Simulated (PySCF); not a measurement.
# BrO3W (W(O)3(Br)-): the cost of one run

Program: PySCF 2.14.0. Level of theory: PBE, W def2-SVP with ECP60, O def2-SVP, Br def2-SVP; scalar-relativistic core potentials, no spin–orbit coupling. These are calculated values, not measurements.

3 further runs of the same task are left out: 2 for a known fault of the program, 1 that didn't finish.

**1. Where the work starts**

5 atoms, charge -1, spin multiplicity 1.

Bond lengths: W1–O2 1.510 Å, W1–O3 1.510 Å, W1–O4 1.510 Å, W1–Br5 2.381 Å. Angles: O2–W1–O3 90.0°, O2–W1–O4 180.0°, O2–W1–Br5 90.0°, O3–W1–O4 90.0°, O3–W1–Br5 180.0°, O4–W1–Br5 90.0°.

Geometry (Å):

```xyz
5
BrO3W
W     0.0000    0.0000    0.0000
O     1.5096    0.0000    0.0000
O     0.0000    1.5096    0.0000
O    -1.5096    0.0000    0.0000
Br    0.0000   -2.3808    0.0000
```

Formal oxidation states: W +6.

**2. SCF at the start, singlet**

File run.py (the lines that set the calculation):

```python
mol = gto.M(atom='''
W      0.00000     0.00000     0.00000
O      1.50960     0.00000     0.00000
O      0.00000     1.50960     0.00000
O     -1.50960     0.00000     0.00000
Br     0.00000    -2.38080     0.00000''',
    basis={'W': 'def2-SVP', 'O': 'def2-SVP', 'Br': 'def2-SVP'},
    ecp={'W': 'def2-SVP'},
    charge=-1, spin=0)
mf = dft.RKS(mol, xc='PBE')
mf.grids.atom_grid = (50, 194)
mf = mf.density_fit()  # fitting sets: W def2-universal-JKFIT, O def2-universal-JKFIT, Br def2-universal-JKFIT
mf.conv_tol = 1e-08; mf.max_cycle = 55
mf.kernel(dm0)  # dm0: free metal ions and neutral atoms
```

On the command line:

```bash
> OMP_NUM_THREADS=2 python run.py
```

Q: Estimate wall time and peak memory on 2 threads of AMD EPYC 9B14 (Zen 4), shared host.

About 44 s, with a peak of 0.41 GiB.
